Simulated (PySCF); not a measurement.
**[Pt(NH3)6]4+: geometry, NMR shifts**

Wanted: the NMR shifts of [Pt(NH3)6]4+ (`[NH3]->[Pt+4](<-[NH3])(<-[NH3])(<-[NH3])(<-[NH3])<-[NH3]`), by calculation.

Programs: PySCF 2.14.0, with density-fitted response routines of our own. Each step states its level of theory. These are calculated values for one molecule in the gas phase, unless marked as measured. Atoms are numbered from 0 throughout.

## 1. The molecule as given

25 atoms, charge 4, multiplicity 1; geometry from: GFN2-xTB. The atoms were then displaced at random by about 0.03 Å, so the start is not that level's minimum.

Bonds of the start (Å): Pt0–N1 2.06, Pt0–N5 2.10, Pt0–N9 2.01, Pt0–N13 2.19, Pt0–N17 2.17, Pt0–N21 2.06, N1–H2 0.98, N1–H3 1.00, N1–H4 1.00, N5–H6 1.00, N5–H7 1.07, N5–H8 1.00, N9–H10 1.02, N9–H11 1.04, N9–H12 0.93, N13–H14 1.00, N13–H15 1.02, N13–H16 0.98, N17–H18 1.01, N17–H19 1.07, N17–H20 1.04, N21–H22 1.02, N21–H23 1.03, N21–H24 1.05.

## 2. Geometry optimisation at PBE0-D3(BJ)/def2-SVP

Job settings and geometry (Å):

```
{"job": {"xc": "PBE0", "basis": "def2-SVP", "d3": "d3bj", "grid": 1, "maxiter": 40, "shake": 0.03, "kind": "geom"}, "charge": 4, "multiplicity": 1}
Pt     0.061940    -0.075940     0.013450
N     -0.010060     0.001480     2.071370
H      0.791010     0.429630     2.448100
H      0.048660    -0.913980     2.478530
H     -0.781980     0.520410     2.449770
N     -0.026220     0.004520    -2.083520
H     -0.806080    -0.489020    -2.465090
H      0.841850    -0.463590    -2.504790
H     -0.027920     0.944850    -2.427330
N      2.070300    -0.019970     0.046790
H      2.460610     0.917330     0.041930
H      2.505670    -0.486060    -0.771620
H      2.386440    -0.451970     0.808370
N     -2.125920     0.014450    -0.008000
H     -2.474740     0.556570    -0.776650
H     -2.500410     0.396080     0.858120
H     -2.472290    -0.890940    -0.178760
N     -0.015660     2.093860     0.026790
H      0.321130     2.445420     0.907510
H     -0.985860     2.507300    -0.141700
H      0.577150     2.483910    -0.730770
N      0.016620    -2.136130    -0.025900
H     -0.204330    -2.444840    -0.977650
H     -0.703990    -2.465410     0.632440
H      0.944130    -2.514220     0.279210
```

On the command line:

```sh
$ OMP_NUM_THREADS=1 python probes_run.py task.json out
```

One launch serves the whole session: the jobs run in the order shown.

Log:

```text
step   0  E = -456.35694244  max force = 0.095629
step   1  E = -456.39584548  max force = 0.017645
step   2  E = -456.39867582  max force = 0.004669
step   3  E = -456.39900620  max force = 0.001386
step   4  E = -456.39904026  max force = 0.000586
step   5  E = -456.39905153  max force = 0.000159
optimisation converged
```

Wall time 6.7 min (1 thread of Intel Xeon at 2.50GHz, shared host); peak memory 1 GiB.

Step by step:

```tsv
step	energy from step 0 (eV)	largest force component (eV/Å)
0	0.0000	4.9174
1	-1.0586	0.9073
2	-1.1356	0.2401
3	-1.1446	0.0713
4	-1.1455	0.0301
5	-1.1458	0.0082
```

Distances of close pairs at the start and the end, largest changes first:

```tsv
bond	before (Å)	after (Å)	change (Å)
Pt0–N9	2.009	2.115	+0.106
N9–H12	0.931	1.035	+0.104
Pt0–N13	2.190	2.115	-0.075
Pt0–N17	2.171	2.115	-0.056
Pt0–N1	2.061	2.116	+0.055
Pt0–N21	2.061	2.115	+0.054
N1–H2	0.983	1.035	+0.052
N13–H16	0.984	1.035	+0.051
```

The final coordinates are the input of the step that follows.

```tsv
at the end point	value
rotational constants (GHz, main isotopes)	1.496, 1.489, 1.478
```

## 3. Nuclear shieldings: PBE0/def2-TZVP+pcSseg-1

Job settings and geometry (Å):

```
{"job": {"kind": "nmr", "xc": "PBE0", "basis": {"default": "pcSseg-1", "Pt": "def2-TZVP"}}, "charge": 4, "multiplicity": 1}
Pt    -0.004534    -0.001472    -0.001121
N     -0.006521    -0.003328     2.114564
H      0.817147     0.453877     2.542948
H     -0.021522    -0.944651     2.544070
H     -0.812586     0.481269     2.546105
N     -0.007451     0.003160    -2.117125
H     -0.814362    -0.484574    -2.544133
H      0.816360    -0.447084    -2.552112
H     -0.030476     0.945000    -2.545103
N      2.110873    -0.005580     0.015158
H      2.542111     0.935104     0.009863
H      2.546489    -0.483679    -0.792510
H      2.533011    -0.470820     0.837900
N     -2.119477    -0.000372    -0.028387
H     -2.534610     0.567004    -0.788126
H     -2.566269     0.364292     0.830825
H     -2.546660    -0.934722    -0.152636
N     -0.005751     2.113584     0.020093
H      0.325623     2.530946     0.907309
H     -0.935367     2.544653    -0.124911
H      0.591601     2.552652    -0.702250
N      0.001437    -2.116247    -0.011086
H     -0.195170    -2.543045    -0.933239
H     -0.694421    -2.549973     0.620704
H      0.900575    -2.542253     0.273800
```

Level: GIAO PBE0/pcSseg-1 Pt:def2-TZVP NMR shielding, scalar relativity only through core potentials, gas phase.

Log:

```text
coarse grid: 84152 points
cycle   1  E = -456.2241330442  dE = -1.392e+01  |g| = 1.285e+00  |ddm| = 8.883e+00
cycle   2  E = -455.1428735167  dE =  1.081e+00  |g| = 2.618e+00  |ddm| = 2.935e+00
cycle   3  E = -456.5832099186  dE = -1.440e+00  |g| = 1.674e-01  |ddm| = 2.112e+00
cycle   4  E = -456.5839980944  dE = -7.882e-04  |g| = 1.640e-01  |ddm| = 2.029e-01
cycle   5  E = -456.5890049394  dE = -5.007e-03  |g| = 1.591e-02  |ddm| = 8.244e-02
cycle   6  E = -456.5890447194  dE = -3.978e-05  |g| = 5.679e-03  |ddm| = 9.288e-03
cycle   7  E = -456.5890511759  dE = -6.456e-06  |g| = 3.762e-04  |ddm| = 6.209e-03
final grid: 178240 points
cycle   8  E = -456.5888609461  dE = -4.112e-07  |g| = 6.422e-04  |ddm| = 6.059e-03
cycle   9  E = -456.5888606784  dE =  2.677e-07  |g| = 1.333e-03  |ddm| = 1.712e-03
cycle  10  E = -456.5888610327  dE = -3.544e-07  |g| = 7.875e-05  |ddm| = 9.580e-04
cycle  11  E = -456.5888610336  dE = -8.489e-10  |g| = 4.092e-05  |ddm| = 7.450e-05
cycle  12  E = -456.5888610339  dE = -3.228e-10  |g| = 1.091e-05  |ddm| = 3.529e-05
converged SCF energy = -456.5888610339

GIAO shielding tensors (ppm)
atom      isotropic    diamagn.    paramagn.     s11        s22        s33       span
  0 Pt         nan         nan         nan        nan        nan        nan        nan
  1 N      239.856     321.590     -81.734    235.866    240.493    243.210      7.343
  2 H       26.850      28.731      -1.881     18.859     22.647     39.043     20.185
  3 H       26.767      28.582      -1.815     18.421     22.786     39.093     20.672
  4 H       26.820      28.715      -1.895     18.846     22.491     39.123     20.277
  5 N      239.890     321.568     -81.679    235.898    241.248    242.522      6.624
  6 H       26.829      28.674      -1.846     18.844     22.644     38.998     20.154
  7 H       26.822      28.713      -1.891     18.819     22.516     39.131     20.312
  8 H       26.788      28.601      -1.813     18.450     22.778     39.134     20.684
  9 N      240.083     321.616     -81.533    235.888    240.869    243.492      7.604
 10 H       26.774      28.588      -1.814     18.411     22.808     39.104     20.693
 11 H       26.831      28.737      -1.906     18.828     22.531     39.133     20.305
 12 H       26.834      28.699      -1.866     18.867     22.602     39.032     20.165
 13 N      239.875     321.578     -81.703    235.814    241.048    242.761      6.947
 14 H       26.828      28.702      -1.875     18.932     22.576     38.974     20.042
 15 H       26.798      28.672      -1.875     18.717     22.520     39.156     20.439
 16 H       26.793      28.596      -1.803     18.465     22.809     39.105     20.640
 17 N      240.304     321.673     -81.369    235.926    242.002    242.985      7.059
 18 H       26.808      28.641      -1.834     18.575     22.772     39.077     20.502
 19 H       26.791      28.567      -1.775     18.444     22.791     39.139     20.694
 20 H       26.828      28.763      -1.936     19.069     22.350     39.064     19.995
 21 N      240.607     321.659     -81.052    235.959    242.584    243.278      7.319
 22 H       26.802      28.564      -1.762     18.490     22.773     39.145     20.655
 23 H       26.831      28.746      -1.915     19.078     22.369     39.045     19.967
 24 H       26.800      28.609      -1.809     18.528     22.767     39.106     20.577
```

Wall time 3.2 min (1 thread of Intel Xeon at 2.50GHz, shared host); peak memory 1.4 GiB.

Shifts follow as δ = σ(reference) − σ, with reference shieldings (ppm) from runs at the same level and on the same kind of geometry: ¹H TMS 31.27, ¹⁵N NH3 265.7. The references are single molecules in the gas phase, so shifts against H2O, NH3, PH3, H3PO4 or CFCl3 are not on the usual liquid scales and can be off by tens of ppm. Atoms listed in one row are averaged.

```tsv
atoms	environment	σ (ppm)	δ (ppm)
H2, H3, H4, H6, H7 and 13 more	hydrogen on a nitrogen bonded to Pt	26.81	4.46
N1, N5, N9, N13, N17, N21	nitrogen bonded to Pt, 3 H	240.1	25.6
```

Atoms past Kr carry core potentials, so their printed shieldings have no meaning and are left out of the table.

The run also stored atomic charges by several schemes (e):

```tsv
atoms	Mulliken	ESP fit
Pt0	1.05	0.89
N1, N5, N9, N13, N17, N21	-0.42	-0.79
```

Mayer bond orders: Pt0–N1 0.57, Pt0–N5 0.57, Pt0–N9 0.57, Pt0–N13 0.57, Pt0–N17 0.57, Pt0–N21 0.57.

With diffuse functions Mulliken charges and Mayer bond orders lose their meaning; the other schemes are steadier.

Orbitals, density, ELF and potential are computed afterwards from the orbital file.

Frontier orbitals at PBE0/def2-TZVP+pcSseg-1, with the share of their density that lies nearest to each atom:

```tsv
orbital	energy (eV)	lies on
HOMO	-28.11	Pt0 78 %
LUMO	-20.26	Pt0 50 %; N1, N5 about 11 % each
```

ELF in a plane through or near 5 of the atoms.

Ten even steps from '0' (0.00) to '9' (1.00):
```
0000000000000000000000000000
0000000000000000000000000000
0000000000000000000000000000
0000000000000255200000000000
0000000057722899930000000000
0000000399986999930000000000
0000000189964376300000000000
0000000001477872000000000000
0000000000135421111000000000
0000000000112442466678600000
0000000145763333787999940000
0000002577487222466799920000
0000028999675100133245300000
0000029999532000000000000000
0000003774000000000000000000
0000000000000000000000000000
0000000000000000000000000000
0000000000000000000000000000
0000000000000000000000000000
0000000000000000000000000000
```
The map spans 10.2 Å across and 10.5 Å up, centred on the molecule. Atoms in the plane (x, y in Å): H2 (2.5, -0.4), H14 (-2.1, -1.6), N21 (-0.4, 1.8), H22 (-1.3, 2.3), H24 (0.2, 2.6).

On the surface of density 0.002 e/bohr³ the electrostatic potential runs, from the 1st to the 99th percentile, from 15.99 to 18.51 V.

## 4. Nuclear shieldings: wB97X-D/def2-TZVP+pcSseg-1

Same as in step 3 but for these lines:

```diff
@@ -1,2 +1,2 @@
-{"job": {"kind": "nmr", "xc": "PBE0", "basis": {"default": "pcSseg-1", "Pt": "def2-TZVP"}}, "charge": 4, "multiplicity": 1}
+{"job": {"kind": "nmr", "xc": "wB97X-D", "basis": {"default": "pcSseg-1", "Pt": "def2-TZVP"}, "pop": false}, "charge": 4, "multiplicity": 1}
 Pt    -0.004534    -0.001472    -0.001121
```

With the program's defaults for keys left out, this is: GIAO wB97X-D/pcSseg-1 Pt:def2-TZVP NMR shielding, scalar relativity only through core potentials, gas phase.

Log:

```text
coarse grid: 84152 points
cycle   1  E = -456.5696948090  dE = -1.399e+01  |g| = 1.375e+00  |ddm| = 8.827e+00
cycle   2  E = -456.2697869730  dE =  2.999e-01  |g| = 1.843e+00  |ddm| = 2.000e+00
cycle   3  E = -456.9149294576  dE = -6.451e-01  |g| = 1.810e-01  |ddm| = 1.446e+00
cycle   4  E = -456.9216924706  dE = -6.763e-03  |g| = 9.872e-02  |ddm| = 1.719e-01
cycle   5  E = -456.9234651600  dE = -1.773e-03  |g| = 2.101e-02  |ddm| = 5.583e-02
cycle   6  E = -456.9235704033  dE = -1.052e-04  |g| = 6.046e-03  |ddm| = 2.605e-02
cycle   7  E = -456.9235789962  dE = -8.593e-06  |g| = 6.240e-04  |ddm| = 8.485e-03
final grid: 178240 points
cycle   8  E = -456.9219779124  dE = -4.768e-05  |g| = 6.006e-03  |ddm| = 5.340e-02
cycle   9  E = -456.9219710633  dE =  6.849e-06  |g| = 8.347e-03  |ddm| = 1.333e-02
cycle  10  E = -456.9219841082  dE = -1.304e-05  |g| = 6.763e-04  |ddm| = 6.137e-03
cycle  11  E = -456.9219841884  dE = -8.024e-08  |g| = 2.172e-04  |ddm| = 8.845e-04
cycle  12  E = -456.9219841976  dE = -9.168e-09  |g| = 3.799e-05  |ddm| = 2.464e-04
cycle  13  E = -456.9219841979  dE = -3.675e-10  |g| = 1.174e-05  |ddm| = 6.772e-05
converged SCF energy = -456.9219841979

GIAO shielding tensors (ppm)
atom      isotropic    diamagn.    paramagn.     s11        s22        s33       span
  0 Pt         nan         nan         nan        nan        nan        nan        nan
  1 N      244.738     322.750     -78.012    234.747    248.362    251.104     16.357
  2 H       27.006      28.874      -1.868     19.051     22.810     39.156     20.105
  3 H       26.915      28.710      -1.795     18.593     22.943     39.208     20.615
  4 H       26.972      28.853      -1.882     19.031     22.651     39.233     20.203
  5 N      244.773     322.727     -77.954    234.777    249.147    250.397     15.620
  6 H       26.986      28.816      -1.830     19.040     22.808     39.111     20.071
  7 H       26.973      28.851      -1.878     19.000     22.677     39.242     20.242
  8 H       26.935      28.730      -1.795     18.622     22.932     39.250     20.628
  9 N      244.962     322.777     -77.815    234.757    248.742    251.387     16.630
 10 H       26.923      28.717      -1.794     18.585     22.964     39.220     20.636
 11 H       26.983      28.877      -1.894     19.013     22.691     39.245     20.232
 12 H       26.989      28.841      -1.852     19.058     22.765     39.143     20.086
 13 N      244.745     322.736     -77.991    234.691    248.920    250.624     15.933
 14 H       26.985      28.843      -1.859     19.131     22.741     39.083     19.952
 15 H       26.946      28.805      -1.859     18.892     22.679     39.267     20.375
 16 H       26.944      28.730      -1.785     18.643     22.967     39.223     20.580
 17 N      245.169     322.834     -77.665    234.802    249.854    250.850     16.048
 18 H       26.963      28.778      -1.815     18.762     22.932     39.194     20.433
 19 H       26.943      28.699      -1.756     18.621     22.950     39.257     20.636
 20 H       26.980      28.902      -1.922     19.258     22.512     39.169     19.910
 21 N      245.473     322.823     -77.350    234.820    250.439    251.159     16.338
 22 H       26.954      28.698      -1.744     18.668     22.931     39.263     20.595
 23 H       26.985      28.885      -1.900     19.272     22.531     39.151     19.879
 24 H       26.953      28.744      -1.791     18.711     22.925     39.222     20.511
```

Wall time 3 min (1 thread of Intel Xeon at 2.50GHz, shared host); peak memory 1.4 GiB.

In short: δ N1 19.0, H2 4.42 ppm (means over like atoms).

## 5. Side by side: NMR shifts

Shifts (ppm), means over like atoms, with basis size and wall time:

```tsv
run	H2	N1	functions	time
PBE0/def2-TZVP+pcSseg-1	4.46	25.6	232	3.2 min
wB97X-D/def2-TZVP+pcSseg-1	4.42	19.0	232	3 min
```

## 6. Results

| quantity | value |
| --- | --- |
| rotational constants (main isotopes) | 1.50, 1.49, 1.48 GHz |
| ¹H shifts against TMS (PBE0/def2-TZVP+pcSseg-1, means over atoms taken as alike) | 4.46 ppm |
| ¹⁵N shifts against NH3 (PBE0/def2-TZVP+pcSseg-1, means over atoms taken as alike) | 25.6 ppm |
| range of the shift of N1 | 19.0 to 25.6 ppm |

In words: The start was shaken at random, so part of the energy gained undoes that. Over 5 steps the energy fell by 1.146 eV; of the close pairs, Pt0–N9 changed most, 2.009 to 2.115 Å. No frequency check was run at this level, so the end point may be a saddle. At PBE0/def2-TZVP+pcSseg-1, counted by nearest atom on the grid, the HOMO lies on Pt0 78 %, the LUMO on Pt0 50 %; N1, N5 about 11 % each. In ppm, N1 (with its like atoms) moves most: its shift spreads over 6.6 ppm, from 19.0 (wB97X-D/def2-TZVP+pcSseg-1) to 25.6 (PBE0/def2-TZVP+pcSseg-1). Spin-orbit coupling is left out, which matters for shieldings and couplings at and beside the heavy atoms.
